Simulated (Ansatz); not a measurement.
**Si2Ge2H10: a ladder of functionals and wavefunction methods**

An exercise on one series of results from a longer session: the logs are not shown, and one member is left open.

Program: Ansatz 0.2.0, Gaussian basis. Level of theory: functionals in def2-TZVPP, the program's frozen cores in correlated methods. These are calculated values, not measurements.

The runs, in order: LDA (SPW92), PBE-D4, revPBE-D4, BLYP-D4, r2SCAN-D4, B97M-V, PBE0-D4, B3LYP-D4, r2SCANh-D4, r2SCAN0-D4, HSE06-D4, BHLYP-D4, CAM-B3LYP-D4, LC-ωPBE, ωB97X-V, ωB97M-V, B2PLYP, PBE-QIDH; CCSD(T)/def2-SVP; MP2/def2-TZVPP; MP2/def2-QZVPP; RPA on PBE.

### The geometry

An earlier PBE0-D4 in a triple-zeta def2 set relaxation fixed the geometry.

SMILES `[GeH3][SiH2][SiH2][GeH3]`, 14 atoms, charge 0, spin multiplicity 1.

Atoms are counted from 1 here; the program's logs count them from 0.

Bond lengths: Ge1–Si2 2.380 Å, Ge1–H5 1.538 Å, Ge1–H6 1.538 Å, Ge1–H7 1.538 Å, Si2–Si3 2.335 Å, Si2–H8 1.490 Å, Si2–H9 1.490 Å, Si3–Ge4 2.380 Å, Si3–H10 1.490 Å, Si3–H11 1.490 Å, Ge4–H12 1.538 Å, Ge4–H13 1.538 Å, Ge4–H14 1.538 Å. Angles: Si2–Ge1–H5 110.1°, Si2–Ge1–H6 111.2°, Si2–Ge1–H7 110.3°, H5–Ge1–H6 108.5°, H5–Ge1–H7 108.2°, H6–Ge1–H7 108.5°, Ge1–Si2–Si3 109.7°, Ge1–Si2–H8 109.0°, Ge1–Si2–H9 109.6°, Si3–Si2–H8 109.3°, Si3–Si2–H9 110.9°, H8–Si2–H9 108.3°, Si2–Si3–Ge4 109.7°, Si2–Si3–H10 110.9°, Si2–Si3–H11 109.3°, Ge4–Si3–H10 109.6°, Ge4–Si3–H11 109.0°, H10–Si3–H11 108.3° and more.

Set-up of the first run:

The input, in.yaml:

```yaml
crystal:
  periodic: [false, false, false]
  atoms:
    - {symbol: Ge, position_ang: [-1.755415, 0.705480, 1.446587]}
    - {symbol: Si, position_ang: [-0.198511, -1.080256, 1.215943]}
    - {symbol: Si, position_ang: [1.582770, -0.403244, -0.134186]}
    - {symbol: Ge, position_ang: [0.754672, 0.367341, -2.228602]}
    - {symbol: H, position_ang: [-2.352214, 1.065411, 0.075494]}
    - {symbol: H, position_ang: [-2.905397, 0.322939, 2.393426]}
    - {symbol: H, position_ang: [-1.055416, 1.954175, 2.009184]}
    - {symbol: H, position_ang: [-0.883704, -2.240679, 0.581322]}
    - {symbol: H, position_ang: [0.283052, -1.500741, 2.561408]}
    - {symbol: H, position_ang: [2.538052, -1.524462, -0.356193]}
    - {symbol: H, position_ang: [2.314287, 0.708061, 0.535641]}
    - {symbol: H, position_ang: [-0.096831, -0.723821, -2.899488]}
    - {symbol: H, position_ang: [-0.129996, 1.608366, -2.021722]}
    - {symbol: H, position_ang: [1.904642, 0.741441, -3.178824]}
basis:
  gaussian: {orbitals: def2-TZVPP}
hamiltonian: {xc: lda}
output: {orbitals: {seedname: orbitals}}
```

Launch:

```
ansatz run in.yaml --threads 4 --pin off --events-out ev --progress --plain --max-ram 11315MiB
```

Steps of the session up to this table: LDA; PBE-D4 (GGA); revPBE-D4 (GGA); BLYP-D4 (GGA); r2SCAN-D4 (meta-GGA); B97M-V (meta-GGA); PBE0-D4 (hybrid); B3LYP-D4 (hybrid); r2SCANh-D4 (hybrid); r2SCAN0-D4 (hybrid); HSE06-D4 (hybrid); BHLYP-D4 (hybrid); CAM-B3LYP-D4 (range-separated); LC-ωPBE (range-separated); ωB97X-V (range-separated); ωB97M-V (range-separated); B2PLYP (double hybrid); PBE-QIDH (double hybrid).

One table of the session follows, with a row left open; its other results are not shown here.

It belongs to the step «Orbital energies across the functionals». 

```
  functional  HOMO (eV)  gap (eV)
 LDA (SPW92)      -6.95      5.62
      PBE-D4      -6.85      5.71
   revPBE-D4      -6.81      5.75
     BLYP-D4      -6.69      5.69
   r2SCAN-D4      -7.11      6.18
      B97M-V      -7.22      6.09
     PBE0-D4      -7.88      7.54
    B3LYP-D4          ?         ?
  r2SCANh-D4      -7.48      6.83
  r2SCAN0-D4      -8.04      7.81
    HSE06-D4      -7.50      6.78
    BHLYP-D4      -8.79      9.34
CAM-B3LYP-D4      -9.08      9.75
     LC-ωPBE     -10.36     12.09
     ωB97X-V     -10.06     11.67
     ωB97M-V      -9.83     11.17
```

Q: Estimate the row for B3LYP-D4 from the others.

Worked estimate for «HOMO (eV)». Against the share of exact exchange, BLYP-D4 (0, -6.69), BHLYP-D4 (0.5, -8.79) give a slope of -4.20 per unit share; at 0.2 the line stands at -7.53.

As computed: HOMO (eV): -7.68; gap (eV): 7.15. In «HOMO (eV)» the line misses by +0.15.
